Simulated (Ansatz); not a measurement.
Working through a band structure of SiMo₃, space group Pm-3n

Computed with the Python package of Ansatz (0.2.0).

Interactive session:
```pycon
>>> import ansatz
>>> from ase import Atoms
>>> import numpy as np
>>> atoms = Atoms(
...     ['Si', 'Si', 'Mo', 'Mo', 'Mo', 'Mo', 'Mo', 'Mo'],
...     scaled_positions=[
...         (0.0, 0.0, 0.0),
...         (0.5, 0.5, 0.5),
...         (0.25, 0.0, 0.5),
...         (0.5, 0.75, 0.0),
...         (0.75, 0.0, 0.5),
...         (0.5, 0.25, 0.0),
...         (0.0, 0.5, 0.75),
...         (0.0, 0.5, 0.25),
...     ],
...     cell=[
...         (4.889, 0.0, 0.0),
...         (0.0, 4.889, 0.0),
...         (0.0, 0.0, 4.889),
...     ],
...     pbc=True,
... )
>>> system = ansatz.Crystal.from_ase(atoms)
>>> # vertices of the path, as fractions of the reciprocal vectors
>>> path = [
...     ('G', (0.0, 0.0, 0.0)),
...     ('X', (0.0, 0.5, 0.0)),
...     ('M', (0.5, 0.5, 0.0)),
...     ('G', (0.0, 0.0, 0.0)),
...     ('R', (0.5, 0.5, 0.5)),
...     ('X', (0.0, 0.5, 0.0)),
... ]
>>> job = (
...     system.calculation()
...     .occupations(ansatz.OccupationsMethod.METHFESSEL_PAXTON, width=0.05)
...     .kpoints(density=3.8)
...     .functional('pbe', dispersion='D4')
...     .band_structure([point for _, point in path], intervals=4)
...     .scf(extra_bands=6)
... )
>>> def show(event):
...     row = event['data']
...     if event['event'] == 'scf_iter' and row.get('harris_foulkes_ev') is not None:
...         print(f'  iteration {row["iter"]:3d}  Harris-Foulkes {row["harris_foulkes_ev"]:.5f} eV  residual {row["dr2_ev"]:.2e}')
...
>>> done = job.session().plan().execute(on_event=show)
DeckWarning: basis.ecutwfc = 420 eV, auto-derived from the records' recommended cutoffs: set by Si (normal level)
  iteration   1  Harris-Foulkes -31015.15694 eV  residual 6.12e-03
  iteration   2  Harris-Foulkes -31015.15905 eV  residual 2.12e-03
  iteration   3  Harris-Foulkes -31015.15949 eV  residual 5.64e-05
  iteration   4  Harris-Foulkes -31015.15947 eV  residual 2.53e-06
  iteration   5  Harris-Foulkes -31015.15948 eV  residual 2.92e-07
  iteration   6  Harris-Foulkes -31015.15948 eV  residual 1.27e-08
>>> report = done.report
>>> report['n_iterations'], report['closed_by']
(6, 'deck_thresholds')
>>> report['n_electrons']
92.0
>>> print(f'free energy      {report["free_energy_ev"]:.5f} eV')
free energy      -31015.15948 eV
>>> print(f'per atom         {report["free_energy_ev"] / len(done.lattice.sites):.5f} eV')
per atom         -3876.89493 eV
>>> print(f'SCF iterations   {report["n_iterations"]}  (converged: {report["converged"]})')
SCF iterations   6  (converged: True)
>>> bands = done.band_structure()
>>> fermi = bands.fermi_energy_ev
>>> print(f'zero of the bands: {fermi:.3f} eV, the Fermi level found on the SCF mesh')
zero of the bands: 19.834 eV, the Fermi level found on the SCF mesh
>>> for spin, channel in enumerate(bands.channels):
...     levels = channel.eigenvalues_ev - fermi
...     crossing = [b for b in range(levels.shape[1]) if levels[:, b].min() < 0 < levels[:, b].max()]
...     print(f'channel {spin}: bands that cross the Fermi level on this path:', [b + 1 for b in crossing] or 'none')
...     shown = crossing or sorted(np.argsort(np.abs(levels).min(axis=0))[:2])
...     for k, row in zip(bands.kpoints_frac, levels[:, shown]):
...         print(f'{k[0]:7.3f} {k[1]:7.3f} {k[2]:7.3f}  ', ' '.join(f'{e:8.3f}' for e in row))
...
channel 0: bands that cross the Fermi level on this path: [45, 46, 47, 48, 49]
  0.000   0.000   0.000      1.156    1.156    1.156    1.969    2.277
  0.000   0.125   0.000      0.923    1.056    1.056    1.998    2.109
  0.000   0.250   0.000      0.182    0.866    0.866    1.661    1.822
  0.000   0.375   0.000     -0.393    0.809    0.809    1.349    1.450
  0.000   0.500   0.000      0.140    0.140    0.842    0.842    1.420
  0.125   0.500   0.000      0.032    0.119    0.501    0.671    0.915
  0.250   0.500   0.000     -0.261   -0.086    0.035    0.280    0.375
  0.375   0.500   0.000     -0.702   -0.561   -0.350   -0.275   -0.059
  0.500   0.500   0.000     -0.978   -0.873   -0.775   -0.587   -0.217
  0.375   0.375   0.000     -0.897   -0.492   -0.084   -0.068    0.606
  0.250   0.250   0.000     -0.337    0.285    0.674    0.912    1.414
  0.125   0.125   0.000      0.642    0.928    1.068    1.779    1.983
  0.000   0.000   0.000      1.156    1.156    1.156    1.969    2.277
  0.125   0.125   0.125      0.540    0.540    1.211    1.709    1.709
  0.250   0.250   0.250     -0.615   -0.615    0.772    0.772    1.268
  0.375   0.375   0.375     -1.457   -1.457   -0.374   -0.374    0.973
  0.500   0.500   0.500     -1.301   -1.301   -1.301   -1.301    1.170
  0.375   0.500   0.375     -1.341   -1.341   -0.715   -0.715    0.968
  0.250   0.500   0.250     -0.900   -0.900   -0.228   -0.228    1.050
  0.125   0.500   0.125     -0.054   -0.054    0.245    0.245    1.158
  0.000   0.500   0.000      0.140    0.140    0.842    0.842    1.420
```

Notes:
- Absolute energies stand on the zero of these potentials, so only differences at equal settings mean something.
- The run is spin-unpolarised.
- The computed bands are complete only to about 1.2 eV above the Fermi level.
- Dispersion corrections can be off by several per cent in the lattices of metals, and by several GPa in the pressure at a fixed cell.
- For a metal this k-point mesh is coarse: on a finer one energies can move by several to tens of meV an atom and pressures by half a GPa or more, differences at one mesh by less.
- The starting cell is as deposited in a crystallographic database; the results hold for this polymorph, which needn't be the stable one.
- Gaps and levels are Kohn-Sham values on a finite set of k-points, without spin-orbit coupling.
- Warnings are shown shortened and without file and line.
- It ran for 6.1 s on 1 thread of Arm Neoverse V2, with other jobs on the host, peak memory 0.43 GiB.

(Lines on the test bed's own set-up are left out of the output.)
